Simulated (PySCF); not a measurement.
**OsO2Cl2: other functionals and bases at one geometry**

The task here is to estimate one member of a computed series from the others.

Method: several levels, as the steps say, no spin–orbit coupling; program: PySCF 2.14.0.

4 further runs of the same task are left out: 1 for a known fault of the program, 1 that didn't finish, 2 set aside as unsound or not needed.

**The starting structure**

5 atoms, charge 0, spin multiplicity 1.

Bond lengths: Os1–O2 1.708 Å, Os1–O3 1.708 Å, Os1–Cl4 2.281 Å, Os1–Cl5 2.281 Å. Angles: O2–Os1–O3 125.9°, O2–Os1–Cl4 109.5°, O2–Os1–Cl5 109.2°, O3–Os1–Cl4 109.2°, O3–Os1–Cl5 109.5°, Cl4–Os1–Cl5 86.4°.

Geometry (Å):

```csv
atom,x (Å),y (Å),z (Å)
Os1,0.2625,0.2625,0.0000
O2,1.4708,0.1520,1.2018
O3,0.1520,1.4708,-1.2018
Cl4,-1.7891,-0.0375,0.9517
Cl5,-0.0375,-1.7891,-0.9517
```

Formal oxidation states: Os +6. An earlier session relaxed this geometry at TPSS, Os def2-SVP with ECP60, O def2-SVP, Cl def2-SVP (singlet, point group C2v).

At TPSS on the finer grid: E = -1161.274229 Eh, HOMO -6.53 eV, LUMO -5.27 eV, Mulliken charge on Os1 +0.87 e, largest force component 0.014 eV/Å. 

Levels to run: wB97X; BP86; revPBE; B3LYP; TPSS, TZVP; TPSS, x2c-SVP. Hardware: 2 threads of Arm Neoverse V2, shared host.

Set-up of the first run:

Contents of run.py (the lines that set the calculation):

```python
mol = gto.M(atom='''
Os     0.26246     0.26246     0.00000
O      1.47075     0.15199     1.20179
O      0.15199     1.47075    -1.20179
Cl    -1.78911    -0.03748     0.95174
Cl    -0.03748    -1.78911    -0.95174''',
    basis={'Os': 'def2-SVP', 'O': 'def2-SVP', 'Cl': 'def2-SVP'},
    ecp={'Os': 'def2-SVP'},
    charge=0, spin=0)
mf = dft.RKS(mol, xc='WB97X')
mf.grids.atom_grid = (75, 302)
mf = mf.density_fit()  # fitting sets: Os def2-universal-JKFIT, O def2-universal-JKFIT, Cl def2-universal-JKFIT
mf.conv_tol = 1e-08; mf.max_cycle = 55
mf.kernel(dm0)  # dm0: the density of the relaxed state
```

The run is started by

```bash
> OMP_NUM_THREADS=2 python run.py
```

Steps of the session up to this table: wB97X; BP86; revPBE; B3LYP; TPSS, TZVP; TPSS, x2c-SVP.

One table of the session follows, with a row left open; its other results are not shown here.

| level | HOMO (eV) | gap (eV) | charge on Os1 (e) | dipole (D) | largest force component (eV/Å) |
| --- | --- | --- | --- | --- | --- |
| TPSS (relaxed here) | -6.53 | 1.27 | 0.87 | 0.36 | 0.01 |
| wB97X | -10.57 | 8.02 | 0.97 | 0.58 | 1.60 |
| BP86 | -6.44 | 1.10 | 0.76 | 0.16 | 0.12 |
| revPBE | -6.28 | 1.11 | 0.79 | 0.25 | 0.18 |
| B3LYP | -7.69 | 2.97 | 0.89 | 0.18 | 0.56 |
| TPSS, TZVP | ? | ? | ? | ? | ? |
| TPSS, x2c-SVP | -6.67 | 1.20 | 0.54 | 0.11 | 0.54 |

Q: Estimate the row for TPSS, TZVP from the others.

**Answer.** HOMO (eV): -6.57; gap (eV): 1.28; charge on Os1 (e): 1.17; dipole (D): 0.43; largest force component (eV/Å): 0.39. In the column «HOMO (eV)» it lies between TPSS, x2c-SVP (-6.67) and TPSS (relaxed here) (-6.53).

In one basis the HOMO–LUMO gap runs from 1.10 eV (BP86) to 8.02 eV (wB97X). The largest leftover force, 1.60 eV/Å with wB97X, stands at a geometry relaxed at another level. Total energies of different levels can't be compared.
